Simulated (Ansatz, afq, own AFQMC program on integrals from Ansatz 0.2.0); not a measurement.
**F+ (triplet): AFQMC on the coupled-cluster ladder, aug-cc-pVTZ**

Aim: compute F+ (triplet) with auxiliary-field quantum Monte Carlo on the same integrals as coupled cluster, and set the energies side by side.

Computed with Ansatz 0.2.0, Gaussian basis, and an in-house AFQMC program (afq) on its integrals; all values are calculated. Level: aug-cc-pVTZ, frozen cores.

Plan: PBE (unrestricted); r2SCAN (unrestricted); PBE0 (unrestricted); B3LYP (unrestricted); wB97M-V (unrestricted); B2PLYP (unrestricted); CCSD(T) on UHF; CCSDT(Q) on UHF; Phaseless AFQMC, CISD trial on UHF.

6 further runs of the same task are left out: 6 that didn't finish.

**1. The atom**

A free atom, in its lowest state of this spin that the program finds.

1 atom, charge 1, spin multiplicity 3.

**2. PBE (unrestricted)**

in.yaml reads:

```yaml
crystal:
  periodic: [false, false, false]
  atoms:
    - {symbol: F, position_ang: [0.000000, 0.000000, 0.000000]}
basis:
  gaussian: {orbitals: aug-cc-pVTZ}
total_charge: 1
magnetization: {spin_polarized: true, initial_magnetization: 2}
hamiltonian: {xc: {name: PBE}}
output: {orbitals: {seedname: orbitals}}
```

Started as:

```
$ ansatz run in.yaml --threads 1 --pin off --events-out ev --progress --plain --max-ram 1382MiB
```

The log of the run:

```text
Functional definition: PBE
  name "PBE"
  cite "Perdew, Burke & Ernzerhof, Phys. Rev. Lett. 77, 3865 (1996) doi:10.1103/PhysRevLett.77.3865"
  parent pbe
  parameter kappa = 0.804
  parameter beta = 0.06672455060314922
  exchange = pbe_x(kappa = kappa, mu = beta*pi^2/3)
  correlation = pbe_c(beta = beta)
206 factors; their error is unknown
mean field evaluation 1: about -2692.5462 eV, gradient 2.9e1 eV
mean field evaluation 2: about -2693.2834 eV, gradient 2.2e1 eV
mean field evaluation 4: about -2694.3742 eV, gradient 4.1e-2 eV
mean field evaluation 8: about -2694.3668 eV, gradient 1.9e-4 eV
mean field evaluation 16: about -2694.3668 eV, gradient 2.7e-5 eV
mean field -2694.36675534 eV, -99.0161519515 hartree, gradient 5.9e-6 eV, S^2 2.001910; 1 other end points of the search recorded, 0 dependent functions left out
reference -2694.36676088 eV, -99.0161521551 hartree; 5, 3 occupied and 41, 43 virtual orbitals, 206 factors
Total energy: -2694.36676088 eV, -99.0161521551 hartree
```

It took 0.33 s on 1 thread of Arm Neoverse V2, shared host.

From the report: ⟨S²⟩ of the determinant 2.002 (pure triplet: 2.00).

**3. r2SCAN (unrestricted)**

in.yaml: that of step 2 with these lines changed.

```diff
@@ -8,3 +8,2 @@
 magnetization: {spin_polarized: true, initial_magnetization: 2}
-hamiltonian: {xc: {name: PBE}}
-output: {orbitals: {seedname: orbitals}}
+hamiltonian: {xc: {name: r2SCAN}}
```

Launched as before.

The log of the run:

```text
Functional definition: r2SCAN
  name "r2SCAN"
  cite "Furness, Kaplan, Ning, Perdew & Sun, J. Phys. Chem. Lett. 11, 8208 (2020) doi:10.1021/acs.jpclett.0c02405"
  cite "Furness, Kaplan, Ning, Perdew & Sun, J. Phys. Chem. Lett. 11, 9248 (2020) doi:10.1021/acs.jpclett.0c03077"
  parent r2scan
  parameter k0 = 0.174
  parameter k1 = 0.065
  parameter a1 = 4.9479
  exchange = r2scan_x(k0 = k0, k1 = k1, a1 = a1)
  correlation = r2scan_c
206 factors; their error is unknown
mean field evaluation 1: about -2694.7330 eV, gradient 2.6e1 eV
mean field evaluation 2: about -2695.5692 eV, gradient 1.5e1 eV
mean field evaluation 4: about -2696.0643 eV, gradient 3.9e-2 eV
mean field evaluation 8: about -2696.0595 eV, gradient 3.8e-4 eV
mean field -2696.05946128 eV, -99.0783577475 hartree, gradient 4.6e-5 eV, S^2 2.003392; 0 other end points of the search recorded, 0 dependent functions left out
reference -2696.05946319 eV, -99.0783578174 hartree; 5, 3 occupied and 41, 43 virtual orbitals, 206 factors
Total energy: -2696.05946319 eV, -99.0783578174 hartree
```

Run time: 0.57 s. Hardware: 1 thread of Arm Neoverse V2, shared host.

From the report: ⟨S²⟩ of the determinant 2.003 (pure triplet: 2.00).

**4. PBE0 (unrestricted)**

in.yaml: that of step 3 with these lines changed.

```diff
@@ -8,2 +8,3 @@
 magnetization: {spin_polarized: true, initial_magnetization: 2}
-hamiltonian: {xc: {name: r2SCAN}}
+hamiltonian: {xc: {name: PBE0}}
+output: {orbitals: {seedname: orbitals}}
```

Launched as before.

The log of the run:

```text
Functional definition: PBE0
  name "PBE0"
  cite "Adamo & Barone, J. Chem. Phys. 110, 6158 (1999) doi:10.1063/1.478522"
  cite "Perdew, Burke & Ernzerhof, Phys. Rev. Lett. 77, 3865 (1996) doi:10.1103/PhysRevLett.77.3865"
  parent pbe
  parameter a = 0.25
  parameter kappa = 0.804
  parameter beta = 0.06672455060314922
  exchange = (1 - a)*pbe_x(kappa = kappa, mu = beta*pi^2/3) + a*exact_x
  correlation = pbe_c(beta = beta)
211 factors; their error is unknown
mean field evaluation 1: about -2693.7234 eV, gradient 2.3e1 eV
mean field evaluation 2: about -2694.4371 eV, gradient 1.2e1 eV
mean field evaluation 4: about -2694.7487 eV, gradient 2.2e-2 eV
mean field evaluation 8: about -2694.7491 eV, gradient 3.6e-4 eV
mean field -2694.74910141 eV, -99.0302029104 hartree, gradient 4.5e-5 eV, S^2 2.002417; 0 other end points of the search recorded, 0 dependent functions left out
reference -2694.74910528 eV, -99.0302030525 hartree; 5, 3 occupied and 41, 43 virtual orbitals, 211 factors
Total energy: -2694.74910528 eV, -99.0302030525 hartree
```

Run time: 0.21 s. Hardware: 1 thread of Arm Neoverse V2, shared host.

From the report: ⟨S²⟩ of the determinant 2.002 (pure triplet: 2.00).

**5. B3LYP (unrestricted)**

in.yaml: that of step 4 with these lines changed.

```diff
@@ -8,3 +8,2 @@
 magnetization: {spin_polarized: true, initial_magnetization: 2}
-hamiltonian: {xc: {name: PBE0}}
-output: {orbitals: {seedname: orbitals}}
+hamiltonian: {xc: {name: B3LYP}}
```

The command is unchanged.

The log of the run:

```text
Functional definition: B3LYP
  name "B3LYP"
  cite "Stephens, Devlin, Chabalowski & Frisch, J. Phys. Chem. 98, 11623 (1994) doi:10.1021/j100096a001"
  cite "Becke, Phys. Rev. A 38, 3098 (1988) doi:10.1103/PhysRevA.38.3098"
  cite "Lee, Yang & Parr, Phys. Rev. B 37, 785 (1988) doi:10.1103/PhysRevB.37.785"
  cite "Vosko, Wilk & Nusair, Can. J. Phys. 58, 1200 (1980) doi:10.1139/p80-159"
  parameter a0 = 0.2
  parameter ax = 0.72
  parameter ac = 0.81
  exchange = (1 - a0 - ax)*slater_x + ax*b88_x + a0*exact_x
  correlation = (1 - ac)*vwn_rpa_c + ac*lyp_c
206 factors; their error is unknown
mean field evaluation 1: about -2695.7793 eV, gradient 2.5e1 eV
mean field evaluation 2: about -2696.5513 eV, gradient 1.5e1 eV
mean field evaluation 4: about -2697.0356 eV, gradient 2.4e-2 eV
mean field evaluation 8: about -2697.0346 eV, gradient 3.3e-4 eV
mean field -2697.03457756 eV, -99.1141926096 hartree, gradient 4.0e-5 eV, S^2 2.002252; 0 other end points of the search recorded, 0 dependent functions left out
reference -2697.03463855 eV, -99.1141948510 hartree; 5, 3 occupied and 41, 43 virtual orbitals, 206 factors
Total energy: -2697.03463855 eV, -99.1141948510 hartree
```

Wall time 0.27 s (1 thread of Arm Neoverse V2, shared host).

From the report: ⟨S²⟩ of the determinant 2.002 (pure triplet: 2.00).

**6. wB97M-V (unrestricted)**

in.yaml: that of step 5 with these lines changed.

```diff
@@ -8,2 +8,3 @@
 magnetization: {spin_polarized: true, initial_magnetization: 2}
-hamiltonian: {xc: {name: B3LYP}}
+hamiltonian: {xc: {name: wB97M-V}}
+output: {orbitals: {seedname: orbitals}}
```

Same command.

The log of the run, shortened:

```text
Functional definition: wB97M-V
  name "wB97M-V"
  cite "Mardirossian & Head-Gordon, J. Chem. Phys. 144, 214110 (2016) doi:10.1063/1.4952647"
  cite "Becke, J. Chem. Phys. 107, 8554 (1997) doi:10.1063/1.475007"
  cite "Vydrov & Van Voorhis, J. Chem. Phys. 133, 244103 (2010) doi:10.1063/1.3521275"
  # Of w^i u^j: cxij and so on, Table III.
[...]
  gx(w, u) = 1 - cx + cx01*u + cx10*w
  gss(w, u) = css00 + css04*u^4 + css10*w + css20*w^2 + css43*w^4*u^3
  gos(w, u) = cos00 + cos10*w + (cos20 + cos21*u)*w^2 + (cos60 + cos61*u)*w^6
[...]
      + integral(e_c_pw_mod_opposite_spin*gos(b97_w_opposite, b97_u_opposite)) + vv10(b, c)
206 factors; their error is unknown
40 factors; integrals over basis functions are off by at most 1.3e-4 eV
[...]
mean field -2696.65673946 eV, -99.1003073155 hartree, gradient 1.0e-5 eV, S^2 2.002479; 0 other end points of the search recorded, 0 dependent functions left out
reference -2696.65674562 eV, -99.1003075421 hartree; 5, 3 occupied and 41, 43 virtual orbitals, 206 factors
Total energy: -2696.65674562 eV, -99.1003075421 hartree
```

It took 0.6 s on 1 thread of Arm Neoverse V2, shared host.

From the report: ⟨S²⟩ of the determinant 2.002 (pure triplet: 2.00).

**7. B2PLYP (unrestricted)**

in.yaml: that of step 6 with these lines changed.

```diff
@@ -8,3 +8,3 @@
 magnetization: {spin_polarized: true, initial_magnetization: 2}
-hamiltonian: {xc: {name: wB97M-V}}
-output: {orbitals: {seedname: orbitals}}
+hamiltonian: {xc: {name: B2PLYP}}
+correlation: {electrons: outside_noble_gas}
```

Launched as before.

The log of the run, shortened:

```text
Functional definition: B2PLYP
  name "B2PLYP"
  cite "Grimme, J. Chem. Phys. 124, 034108 (2006) doi:10.1063/1.2148954"
  cite "Becke, Phys. Rev. A 38, 3098 (1988) doi:10.1103/PhysRevA.38.3098"
  cite "Lee, Yang & Parr, Phys. Rev. B 37, 785 (1988) doi:10.1103/PhysRevB.37.785"
[...]
288 factors; integrals over basis functions are off by at most 1.9e-4 eV
[...]
mean field -2694.73297707 eV, -99.0296103517 hartree, gradient 9.0e-6 eV, S^2 2.003241; 0 other end points of the search recorded, 0 dependent functions left out
1 core orbitals not correlated: weight in the atoms' cores, before any rotation towards them, 1.000 or more for the frozen orbitals, at most 0.000 for the correlated occupied ones
reference -2694.73301340 eV, -99.0296116868 hartree; 4, 2 occupied and 41, 43 virtual orbitals, 288 factors
second order -4.49148482 eV of doubles, -0.00000000 eV of singles
Total energy: -2695.94571430 eV, -99.0741776229 hartree
```

Run time: 0.33 s. Hardware: 1 thread of Arm Neoverse V2, shared host.

From the report: ⟨S²⟩ of the determinant 2.003 (pure triplet: 2.00).

**8. CCSD(T) on UHF**

in.yaml: that of step 7 with these lines changed.

```diff
@@ -8,3 +8,2 @@
 magnetization: {spin_polarized: true, initial_magnetization: 2}
-hamiltonian: {xc: {name: B2PLYP}}
-correlation: {electrons: outside_noble_gas}
+correlation: {method: ccsd_t, electrons: outside_noble_gas, hamiltonian_folder: ham}
```

Launched as before.

The log of the run, shortened:

```text
Functional definition: HF
  name "HF"
  cite "Fock, Z. Phys. 61, 126 (1930) doi:10.1007/BF01340294"
  parent pbe
[...]
288 factors; integrals over basis functions are off by at most 1.9e-4 eV
[...]
mean field -2689.32517359 eV, -98.8308772394 hartree, gradient 1.8e-6 eV, S^2 2.005286; 4 other end points of the search recorded, 0 dependent functions left out
1 core orbitals not correlated: weight in the atoms' cores, before any rotation towards them, 1.000 or more for the frozen orbitals, at most 0.000 for the correlated occupied ones
reference -2689.32517359 eV, -98.8308772394 hartree; 4, 2 occupied and 41, 43 virtual orbitals, 288 factors
second order -3.94594074 eV of doubles, -0.00000000 eV of singles
cycle   1  -4.27887597 eV  change   -3.3e-1 eV  update   2.2e-2
[...]
cycle   8  -4.36164643 eV  change    7.4e-7 eV  update   2.4e-6
perturbative correction -0.05987682 eV, -0.0022004326 hartree
Total energy: -2693.74669684 eV, -98.9933652218 hartree
```

Run time: 0.57 s. Hardware: 1 thread of Arm Neoverse V2, shared host.

From the report: ⟨S²⟩ of the determinant 2.005 (pure triplet: 2.00); correlation -4.4215 eV; T1 0.004; largest double amplitude 0.03.

This run also writes the integrals to the folder ham.

**9. CCSDT(Q) on UHF**

in.yaml: that of step 8 with these lines changed.

```diff
@@ -8,2 +8,2 @@
 magnetization: {spin_polarized: true, initial_magnetization: 2}
-correlation: {method: ccsd_t, electrons: outside_noble_gas, hamiltonian_folder: ham}
+correlation: {method: ccsdt_q, electrons: outside_noble_gas}
```

The command is unchanged.

The log of the run, shortened:

```text
Functional definition: HF
  name "HF"
  cite "Fock, Z. Phys. 61, 126 (1930) doi:10.1007/BF01340294"
  parent pbe
[...]
448 factors; integrals over basis functions are off by at most 2.5e-8 eV
[...]
mean field -2689.32517418 eV, -98.8308772612 hartree, gradient 2.2e-6 eV, S^2 2.005286; 4 other end points of the search recorded, 0 dependent functions left out
1 core orbitals not correlated: weight in the atoms' cores, before any rotation towards them, 1.000 or more for the frozen orbitals, at most 0.000 for the correlated occupied ones
reference -2689.32517418 eV, -98.8308772612 hartree; 4, 2 occupied and 41, 43 virtual orbitals, 448 factors
second order -3.94595344 eV of doubles, -0.00000000 eV of singles
cycle   1  -4.27888587 eV  change   -3.3e-1 eV  update   2.5e-2
[...]
cycle  12  -4.42701538 eV  change   -3.4e-7 eV  update   9.5e-8
perturbative correction -0.00067603 eV, -0.0000248435 hartree
Total energy: -2693.75286559 eV, -98.9935919192 hartree
```

Run time: 12 s. Hardware: 1 thread of Arm Neoverse V2, shared host.

From the report: ⟨S²⟩ of the determinant 2.005 (pure triplet: 2.00); correlation -4.4277 eV; T1 0.004; largest double amplitude 0.03.

**10. Phaseless AFQMC, CISD trial on UHF**

It reads the integrals that the CCSD(T) run on this determinant wrote.

Started as:

```
$ afq ham --method phaseless --trial cisd --walkers 60 --populations 1 --least-time 40 --time-step 0.005 --steps-per-block 50 --equilibration-blocks 28 --max-blocks 300 --target-error 0.00029 --factor-cut 1e-05 --start spin_pure --seed 2205 --release-times 0.24,0.51,0.99,1.62,2.4 --release-step 0.03 --release-every 4 --taylor-order 6
```

The log of the run:

```text
orbitals 45  electrons 4 2  factors 287 of 288
reference energy -98.83087724 Eh
CCSD correlation -0.16028753 Eh in 8 cycles, weight of the determinant in the CISD state 0.9745
energy of the start -98.991118 Eh
 block  time / (1/Eh)  mean weight  energy / Eh
     1     0.250  0.9964  -98.992621
     2     0.500  1.0018  -98.993207
     3     0.750  1.0002  -98.993501
     4     1.000  1.0018  -98.992908
     5     1.250  1.0017  -98.991584
     6     1.500  1.0016  -98.994331
     7     1.750  1.0022  -98.993395
     8     2.000  0.9957  -98.994112
     9     2.250  1.0007  -98.996622
    10     2.500  0.9990  -98.993895
    13     3.250  0.9984  -98.993135
    17     4.250  1.0015  -98.992811
    21     5.250  0.9998  -98.994892
    25     6.250  0.9972  -98.993965
    29     7.250  0.9989  -98.992720
    33     8.250  1.0019  -98.993531
    37     9.250  1.0035  -98.992215
    41    10.250  0.9989  -98.993120
    45    11.250  0.9998  -98.992892
    49    12.250  1.0011  -98.993352
    53    13.250  0.9984  -98.992991
    57    14.250  1.0017  -98.993353
    61    15.250  1.0041  -98.991199
    65    16.250  0.9985  -98.994527
    69    17.250  1.0012  -98.993572
    73    18.250  1.0026  -98.993592
    77    19.250  1.0010  -98.995396
    81    20.250  1.0042  -98.993410
    85    21.250  1.0030  -98.992293
    89    22.250  1.0048  -98.992579
    93    23.250  0.9988  -98.993100
    97    24.250  0.9997  -98.992565
   101    25.250  1.0032  -98.993801
   105    26.250  1.0023  -98.992876
   109    27.250  0.9952  -98.992453
   113    28.250  1.0024  -98.993283
   117    29.250  1.0035  -98.994870
   121    30.250  0.9997  -98.993710
   125    31.250  1.0015  -98.992819
   129    32.250  0.9983  -98.993381
   133    33.250  0.9998  -98.993248
   137    34.250  0.9966  -98.993799
   141    35.250  1.0024  -98.993422
   145    36.250  1.0042  -98.992645
   149    37.250  0.9944  -98.992655
   153    38.250  1.0019  -98.993919
   157    39.250  0.9970  -98.992216
   161    40.250  1.0017  -98.993734
   165    41.250  0.9999  -98.993288
   169    42.250  1.0028  -98.994612
   173    43.250  0.9980  -98.993403
   177    44.250  1.0001  -98.992990
   181    45.250  1.0002  -98.992416
   185    46.250  1.0026  -98.992798
blocks merged  error / Eh  count
     1  0.000074  160
     2  0.000085  80
     4  0.000095  40
     8  0.000112  20
    16  0.000120  10
released: time / (1/Eh)  energy / Eh  error  mean overlap
  0.24  -98.993474  0.000104  1.0244
  0.51  -98.993565  0.000122  1.0375
  0.99  -98.993870  0.000114  1.0289
  1.62  -98.993700  0.000194  1.0000
  2.40  -98.993551  0.000194  1.0270
energy -98.993442 +/- 0.000112 Eh
```

Run time: 3.2 min. Hardware: 1 thread of Arm Neoverse V2, shared host.

Energy -2693.7488 ± 0.0031 eV. Caveats: constraint bias not in the error.

**11. AFQMC on the ladder**

On the UHF determinant, counted from CCSDT(Q) (a yardstick, not exact):

| level | energy (eV) | from CCSDT(Q) (meV) | statistical error (meV) | time |
| --- | --- | --- | --- | --- |
| HF | -2689.3252 | +4427.7 |  |  |
| MP2 | -2693.2711 | +481.8 |  |  |
| CCSD | -2693.6868 | +66.0 |  |  |
| CCSD(T) | -2693.7467 | +6.2 |  |  |
| CCSDT(Q) | -2693.7529 | 0.0 |  |  |
| Phaseless AFQMC, CISD trial, step 0.005, 60 walkers | -2693.7488 | +4.1 | 3.1 | 3.2 min |

The functionals' totals stand on their own zeros and serve differences with other points: PBE -2694.367 eV; r2SCAN -2696.059 eV; PBE0 -2694.749 eV; B3LYP -2697.035 eV; wB97M-V -2696.657 eV; B2PLYP -2695.946 eV.

**12. Outcome**

| quantity | value |
| --- | --- |
| CCSD(T) on UHF from CCSDT(Q) | +6.2 meV |
| Phaseless AFQMC, CISD trial on UHF from CCSDT(Q) | +4.1 ± 3.1 meV |

What this shows: On UHF the phaseless walk with the CISD trial lies +4.1 meV from CCSDT(Q), within three error bars. Error bars are statistical and leave out the constraint, the time step and what remains of the start.
